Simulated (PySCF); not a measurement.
# GaHBrClO (SMILES [OH][Ga]([Cl])[Br]) at 4 levels

Wanted: a comparison of 4 runs (HF/STO-3G, HF/3-21G, HF/def2-SVP, B3LYP/6-31G*) of GaHBrClO. Input form: a Python script.

Program for the calculation: PySCF 2.14.0.

1 further run of the same task is left out (set aside as unsound or not needed).

## 1. The system as given

GaHBrClO: 5 atoms, total charge 0, spin state singlet. SMILES: `[OH][Ga]([Cl])[Br]`. The shape is that of a PBE0-D4/def2-TZVP optimisation. This is one conformer, not always the lowest.

Bond lengths: O1–Ga2 1.766 Å, Ga2–Cl3 2.112 Å, Ga2–Br4 2.267 Å, O1–H5 0.961 Å. Angles: O1–Ga2–Cl3 118.0°, O1–Ga2–Br4 121.1°, Cl3–Ga2–Br4 120.9°, Ga2–O1–H5 112.9°.

## 2. Energy and gradient at HF/STO-3G (run 1)

The input, start.xyz:

```xyz
5
BrClGaHO
O      0.357700     1.332300     0.323400
Ga     0.112500    -0.395200     0.051000
Cl     1.434300    -1.746400     0.992800
Br    -1.570800    -1.143600    -1.270400
H     -0.283600     1.879100    -0.138200
```

The input, run.py:

```python
import pyscf.grad
from pyscf import gto, scf

mol = gto.M(
    atom='start.xyz',
    basis='sto-3g',
    verbose=4,
    max_memory=1860,
    spin=0,
    charge=0,
)

hf = scf.RHF(mol)
hf.conv_tol = 1e-10
hf.kernel()
if not hf.converged:
    hf = hf.newton().run(hf.mo_coeff, hf.mo_occ)

energy = hf.e_tot
print('E(%s) = %.9f' % ('HF', energy))
grad = hf.Gradients().kernel()
dip = hf.dip_moment()
pop, q = hf.mulliken_pop()
```

Command:

```bash
OMP_NUM_THREADS=1 python run.py
```

What it wrote:

```text
PySCF version 2.14.0

[INPUT] num. atoms = 5
[INPUT] num. electrons = 92
[INPUT] charge = 0
[INPUT] spin (= nelec alpha-beta = 2S) = 0
[INPUT] symmetry False subgroup None
[INPUT] Mole.unit = angstrom
[INPUT] Symbol           X                Y                Z      unit          X                Y                Z       unit  Magmom
[INPUT]  1 O      0.357700000000   1.332300000000   0.323400000000 AA    0.675955034757   2.517682115758   0.611137428684 Bohr   0.0
[INPUT]  2 Ga     0.112500000000  -0.395200000000   0.051000000000 AA    0.212594189014  -0.746819764428   0.096376032353 Bohr   0.0
[INPUT]  3 Cl     1.434300000000  -1.746400000000   0.992800000000 AA    2.710434180464  -3.300217703940   1.876120096468 Bohr   0.0
[INPUT]  4 Br    -1.570800000000  -1.143600000000  -1.270400000000 AA   -2.968381796467  -2.161090796053  -2.400708068647 Bohr   0.0
[INPUT]  5 H     -0.283600000000   1.879100000000  -0.138200000000 AA   -0.535926328927   3.550984360670  -0.261160150415 Bohr   0.0

[... 50 lines left out ...]
converged SCF energy = -4974.70384411595
[... 12 lines left out ...]
Dipole moment(X, Y, Z, Debye): -1.32398,  2.06349, -0.90736
[... 18 lines left out ...]
pop of  1 Ga 4pz          0.44905
pop of  1 Ga 3dxy         1.97099
pop of  1 Ga 3dyz         1.98224
pop of  1 Ga 3dz^2        1.96308
pop of  1 Ga 3dxz         1.90013
pop of  1 Ga 3dx2-y2      1.94772
pop of  2 Cl 1s           1.99997
pop of  2 Cl 2s           1.99891
pop of  2 Cl 3s           1.98934
pop of  2 Cl 2px          1.99589
pop of  2 Cl 2py          1.99600
pop of  2 Cl 2pz          1.99731
pop of  2 Cl 3px          1.76241
pop of  2 Cl 3py          1.77846
pop of  2 Cl 3pz          1.84146
pop of  3 Br 1s           2.00000
pop of  3 Br 2s           1.99979
pop of  3 Br 3s           1.99958
pop of  3 Br 4s           1.96337
pop of  3 Br 2px          1.99988
pop of  3 Br 2py          1.99997
pop of  3 Br 2pz          1.99991
pop of  3 Br 3px          1.99335
pop of  3 Br 3py          1.99815
pop of  3 Br 3pz          1.99533
pop of  3 Br 4px          1.60601
pop of  3 Br 4py          1.89795
pop of  3 Br 4pz          1.72083
pop of  3 Br 3dxy         1.99974
pop of  3 Br 3dyz         1.99984
pop of  3 Br 3dz^2        1.99992
pop of  3 Br 3dxz         1.99937
pop of  3 Br 3dx2-y2      1.99977
pop of  4 H 1s            0.81030
 ** Mulliken atomic charges  **
charge of    0O =     -0.41742
charge of    1Ga =      0.76021
charge of    2Cl =     -0.35974
charge of    3Br =     -0.17275
charge of    4H =      0.18970
```

Run time: 4.8 s. Hardware: 1 thread of Intel Xeon at 2.70GHz, shared host; peak memory 0.12 GiB.

## 3. Energy and forces at HF/3-21G (run 2)

start.xyz is that of step 2.

The input, input.py:

```python
import pyscf.grad
from pyscf import gto, scf

mol = gto.Mole()
mol.atom = 'start.xyz'
mol.verbose = 4
mol.spin = 0
mol.basis = '3-21g'
mol.max_memory = 1860
mol.build()

mf = scf.RHF(mol)
mf.conv_tol = 1e-10
mf.kernel()
if not mf.converged:
    mf = mf.newton().run(mf.mo_coeff, mf.mo_occ)

e_tot = mf.e_tot
print(f'total energy: {e_tot:.8f} hartree')
grad = mf.Gradients().kernel()
dip = mf.dip_moment()
pop, q = mf.mulliken_pop()
```

Command:

```bash
OMP_NUM_THREADS=1 python input.py
```

What it wrote:

```text
PySCF version 2.14.0

[INPUT] num. atoms = 5
[INPUT] num. electrons = 92
[INPUT] charge = 0
[INPUT] spin (= nelec alpha-beta = 2S) = 0
[INPUT] symmetry False subgroup None
[INPUT] Mole.unit = angstrom
[INPUT] Symbol           X                Y                Z      unit          X                Y                Z       unit  Magmom
[INPUT]  1 O      0.357700000000   1.332300000000   0.323400000000 AA    0.675955034757   2.517682115758   0.611137428684 Bohr   0.0
[INPUT]  2 Ga     0.112500000000  -0.395200000000   0.051000000000 AA    0.212594189014  -0.746819764428   0.096376032353 Bohr   0.0
[INPUT]  3 Cl     1.434300000000  -1.746400000000   0.992800000000 AA    2.710434180464  -3.300217703940   1.876120096468 Bohr   0.0
[INPUT]  4 Br    -1.570800000000  -1.143600000000  -1.270400000000 AA   -2.968381796467  -2.161090796053  -2.400708068647 Bohr   0.0
[INPUT]  5 H     -0.283600000000   1.879100000000  -0.138200000000 AA   -0.535926328927   3.550984360670  -0.261160150415 Bohr   0.0

[... 46 lines left out ...]
converged SCF energy = -5006.38036969909
total energy: -5006.38036970 hartree
[... 11 lines left out ...]
Dipole moment(X, Y, Z, Debye): -1.71665,  1.81039, -1.21881
[... 35 lines left out ...]
pop of  2 Cl 4s           0.93491
pop of  2 Cl 2px          1.96817
pop of  2 Cl 2py          1.96854
pop of  2 Cl 2pz          1.96915
pop of  2 Cl 3px          0.99124
pop of  2 Cl 3py          1.00742
pop of  2 Cl 3pz          1.01734
pop of  2 Cl 4px          0.82738
pop of  2 Cl 4py          0.82677
pop of  2 Cl 4pz          0.87448
pop of  3 Br 1s           1.99982
pop of  3 Br 2s           1.99680
pop of  3 Br 3s           2.00147
pop of  3 Br 4s           0.75290
pop of  3 Br 5s           1.25698
pop of  3 Br 2px          1.99650
pop of  3 Br 2py          1.99670
pop of  3 Br 2pz          1.99659
pop of  3 Br 3px          1.99023
pop of  3 Br 3py          1.99159
pop of  3 Br 3pz          1.99076
pop of  3 Br 4px          0.73268
pop of  3 Br 4py          0.80810
pop of  3 Br 4pz          0.75931
pop of  3 Br 5px          0.95586
pop of  3 Br 5py          1.07971
pop of  3 Br 5pz          1.02292
pop of  3 Br 3dxy         1.99965
pop of  3 Br 3dyz         1.99978
pop of  3 Br 3dz^2        1.99993
pop of  3 Br 3dxz         1.99918
pop of  3 Br 3dx2-y2      1.99970
pop of  4 H 1s            0.42422
pop of  4 H 2s            0.16701
 ** Mulliken atomic charges  **
charge of    0O =     -0.79761
charge of    1Ga =      1.16885
charge of    2Cl =     -0.45286
charge of    3Br =     -0.32715
charge of    4H =      0.40877
```

Wall time 4.8 s (1 thread of Intel Xeon at 2.70GHz, shared host); peak memory 0.14 GiB.

Run 3 isn't shown in full; the table further down has it.

## 4. Energy and gradient at B3LYP/6-31G(d) (spherical functions) (run 4)

The input, input.py:

```python
import pyscf.grad
from pyscf import gto, dft

mol = gto.M(
    atom='''
O    0.357700   1.332300   0.323400
Ga   0.112500  -0.395200   0.051000
Cl   1.434300  -1.746400   0.992800
Br  -1.570800  -1.143600  -1.270400
H   -0.283600   1.879100  -0.138200
''',
    max_memory=1860,
    charge=0,
    verbose=4,
    basis='6-31g*',
    spin=0,
)

ks = dft.RKS(mol)
ks.xc = 'b3lyp'
ks.grids.level = 5
ks.conv_tol = 1e-10
ks.kernel()
if not ks.converged:
    ks = ks.newton().run(ks.mo_coeff, ks.mo_occ)

energy = ks.e_tot
print('E = %.10f Eh' % energy)
grad = ks.Gradients().kernel()
dip = ks.dip_moment()
pop, q = ks.mulliken_pop()
```

Command:

```bash
OMP_NUM_THREADS=1 python input.py
```

What it wrote:

```text
PySCF version 2.14.0

[INPUT] num. atoms = 5
[INPUT] num. electrons = 92
[INPUT] charge = 0
[INPUT] spin (= nelec alpha-beta = 2S) = 0
[INPUT] symmetry False subgroup None
[INPUT] Mole.unit = angstrom
[INPUT] Symbol           X                Y                Z      unit          X                Y                Z       unit  Magmom
[INPUT]  1 O      0.357700000000   1.332300000000   0.323400000000 AA    0.675955034757   2.517682115758   0.611137428684 Bohr   0.0
[INPUT]  2 Ga     0.112500000000  -0.395200000000   0.051000000000 AA    0.212594189014  -0.746819764428   0.096376032353 Bohr   0.0
[INPUT]  3 Cl     1.434300000000  -1.746400000000   0.992800000000 AA    2.710434180464  -3.300217703940   1.876120096468 Bohr   0.0
[INPUT]  4 Br    -1.570800000000  -1.143600000000  -1.270400000000 AA   -2.968381796467  -2.161090796053  -2.400708068647 Bohr   0.0
[INPUT]  5 H     -0.283600000000   1.879100000000  -0.138200000000 AA   -0.535926328927   3.550984360670  -0.261160150415 Bohr   0.0

[... 64 lines left out ...]
converged SCF energy = -5034.64716566356
[... 13 lines left out ...]
Dipole moment(X, Y, Z, Debye): -1.14767,  1.12154, -0.81910
[... 65 lines left out ...]
pop of  3 Br 1s           1.99997
pop of  3 Br 2s           1.99944
pop of  3 Br 3s           1.99898
pop of  3 Br 4s           1.64427
pop of  3 Br 5s           0.26561
pop of  3 Br 2px          1.99973
pop of  3 Br 2py          1.99977
pop of  3 Br 2pz          1.99975
pop of  3 Br 3px          1.99482
pop of  3 Br 3py          1.99572
pop of  3 Br 3pz          1.99518
pop of  3 Br 4px          1.21542
pop of  3 Br 4py          1.35012
pop of  3 Br 4pz          1.26417
pop of  3 Br 5px          0.37045
pop of  3 Br 5py          0.51587
pop of  3 Br 5pz          0.44015
pop of  3 Br 3dxy         1.38934
pop of  3 Br 3dyz         1.38957
pop of  3 Br 3dz^2        1.38920
pop of  3 Br 3dxz         1.38908
pop of  3 Br 3dx2-y2      1.38933
pop of  3 Br 4dxy         0.58357
pop of  3 Br 4dyz         0.58349
pop of  3 Br 4dz^2        0.58377
pop of  3 Br 4dxz         0.58360
pop of  3 Br 4dx2-y2      0.58359
pop of  3 Br 5dxy         0.03033
pop of  3 Br 5dyz         0.02909
pop of  3 Br 5dz^2        0.02914
pop of  3 Br 5dxz         0.03375
pop of  3 Br 5dx2-y2      0.03019
pop of  4 H 1s            0.47196
pop of  4 H 2s            0.08852
 ** Mulliken atomic charges  **
charge of    0O =     -0.67340
charge of    1Ga =      0.36074
charge of    2Cl =     -0.06037
charge of    3Br =     -0.06649
charge of    4H =      0.43952
```

Wall time 58 s (1 thread of Intel Xeon at 2.70GHz, shared host); peak memory 0.96 GiB.

## 5. The series

```
run                               level  integration grid   energy (Eh)  dipole moment (D)  HOMO energy (eV)  LUMO energy (eV)  wall time
  1                           HF/STO-3G                 –  -4974.703844               2.61             -8.67              4.66      4.8 s
  2                            HF/3-21G                 –  -5006.380370               2.78            -11.89              1.51      4.8 s
  3                         HF/def2-SVP                 –  -5029.996447               1.75            -11.87              1.97       12 s
  4  B3LYP/6-31G* (spherical functions)                 5  -5034.647166               1.80             -8.56             -2.07       58 s
```

## 6. What came out

| quantity | value |
| --- | --- |
| run 4: total energy | -5034.64717 Eh |
| run 4: dipole moment | 1.80 D |
| run 4: HOMO energy | -8.56 eV |
| run 4: LUMO energy | -2.07 eV |
| run 4: HOMO–LUMO gap | 6.49 eV |
| run 4: largest force on an atom | 0.637 eV/Å |

What this shows: The dipole moment (its size) runs from 1.75 D (HF/def2-SVP) to 2.78 D (HF/3-21G). The HOMO–LUMO gap runs from 6.49 eV (B3LYP/6-31G*) to 13.84 eV (HF/def2-SVP). The two ends differ in method and basis. In run 1 the basis is minimal, so the values are rough. All runs together took 80 s, the longest 58 s.
